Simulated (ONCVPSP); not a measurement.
# An ONCV potential for Zn, from input to tests

Task: generate the file, and judge it by its errors in other configurations, its logarithmic derivatives, its ghosts and its cutoff.

The numbers are computed with ONCVPSP 4.0.1.1 (patched build) (PBE, scalar-relativistic, spin-unpolarised reference atom).

### Step 1. Settings

The settings as typed:

- element: zinc (Zn, Z = 30)
- type: optimised norm-conserving Vanderbilt (ONCV)
- frozen core: [Ar]
- valence charge: 12
- reference configuration: 3d10 4s1 4p1
- partial waves: 4s: rc 1.65 bohr, ncon 5, nbas 9, qcut 3.5 1/bohr, 1 projector; 4p: rc 2.05 bohr, ncon 4, nbas 7, qcut 3.3 1/bohr, 2 projectors, debl 1.8 Ha; 3d: rc 0.85 bohr, ncon 4, nbas 8, qcut 18.5 1/bohr, local
- local potential: the d channel
- core correction: Teter function, fcfact 5.5, rcfact 1.35

The outer shells as boxes (Hund's rule for the drawing; the calculation is spin-unpolarised):

```
[Ar] core
3d [↑↓][↑↓][↑↓][↑↓][↑↓]
4s [↑ ]
4p [↑ ][  ][  ]
```

An earlier all-electron run gives the scale for the radii.

All-electron outer shells of the reference configuration (PBE, scalar-relativistic, ld1.x):

```json
{"shell": "3s", "level (eV)": "-131.48", "outermost node (bohr)": "0.28", "outermost maximum (bohr)": "0.59"}
{"shell": "3p", "level (eV)": "-85.65", "outermost node (bohr)": "0.25", "outermost maximum (bohr)": "0.59"}
{"shell": "3d", "level (eV)": "-12.34", "outermost node (bohr)": "–", "outermost maximum (bohr)": "0.57"}
{"shell": "4s", "level (eV)": "-7.40", "outermost node (bohr)": "0.85", "outermost maximum (bohr)": "2.04"}
{"shell": "4p", "level (eV)": "-2.10", "outermost node (bohr)": "0.92", "outermost maximum (bohr)": "2.89"}
```

### Step 2. The generation run

Zn.dat

```
# ATOM AND REFERENCE CONFIGURATION
# atsym  z   nc   nv     iexc    psfile
  Zn 30.00    5    3        4      upf
#
#   n    l    f
    1    0    2.00
    2    0    2.00
    2    1    6.00
    3    0    2.00
    3    1    6.00
    3    2   10.00
    4    0    1.00
    4    1    1.00
#
# PSEUDOPOTENTIAL AND OPTIMIZATION
# lmax
    2
#
#   l,   rc,      ep,       ncon, nbas, qcut
    0    1.65    0.00    5    9    3.50
    1    2.05    0.00    4    7    3.30
    2    0.85    0.00    4    8   18.50
#
# LOCAL POTENTIAL
# lloc, lpopt,  rc(5),   dvloc0
    2    5    0.85    0.00
#
# VANDERBILT-KLEINMAN-BYLANDER PROJECTORs
# l, nproj, debl
    0    1    0.90
    1    2    1.80
    2    0    3.70
#
# MODEL CORE CHARGE
# icmod, fcfact, rcfact
    3    5.50    1.35
#
# LOG DERIVATIVE ANALYSIS
# epsh1, epsh2, depsh
   -2.00    5.00    0.02
#
# OUTPUT GRID
# rlmax, drl
    6.00    0.01
#
# TEST CONFIGURATIONS
# ncnf
    4
# nvcnf
#   n    l    f
    3
    3    2   10.00
    4    0    2.00
    4    1    0.00
#
    3
    3    2   10.00
    4    0    1.00
    4    1    0.00
#
    3
    3    2   10.00
    4    0    0.00
    4    1    0.00
#
    3
    3    2   10.00
    4    0    0.00
    4    1    2.00
#
```

On the command line:

```
$ oncvpsp.x < Zn.dat > Zn.out
```

Q: Predict the outcome of this session. Wanted: cutoffs for 1 and 0.1 mHa per electron, occupied waves; bound ghosts; GHOST(+) flags; largest test error; largest phase difference near zero energy, channels read; rms error of d²Exc/dn², without and with the model core.

**Answer**, as computed:

```
                                                quantity                             value
  cutoffs for 1 and 0.1 mHa per electron, occupied waves                 132 Ha and 148 Ha
                                            bound ghosts  s at -651.52 eV, p at -168.22 eV
                                          GHOST(+) flags                        s at 25 eV
                            largest test error (AE − PS)        +5.4 meV, for 3d10 4s0 4p0
largest phase difference near zero energy, channels read                         0.064 rad
 rms error of d²Exc/dn², without and with the model core                 5.82 and 1.28 mHa
```

**Reading.** It has a bound ghost (s, p), a state that the atom doesn't have, and that rules the file out. The worst unpolarised test, 3d10 4s0 4p0, is off by 5.4 meV on 23.2 eV; by total energies transferability rates as good. Atomic tests can pass in spite of a ghost, since they solve only for the levels asked. By its cutoff, 132 Ha for the looser tolerance, it is very hard. At the looser tolerance the 3d wave is the slowest; 4s needs 11 Ha. Near zero energy the largest phase difference among the channels read is 0.06 rad, in the s channel (at the energies tabulated). The pseudo curves have a pole with no partner nearby in the atom's: s at 0.78 Ha. At positive energy that is a spurious or a displaced resonance. The program also flags highly localised states, GHOST(+) (s).
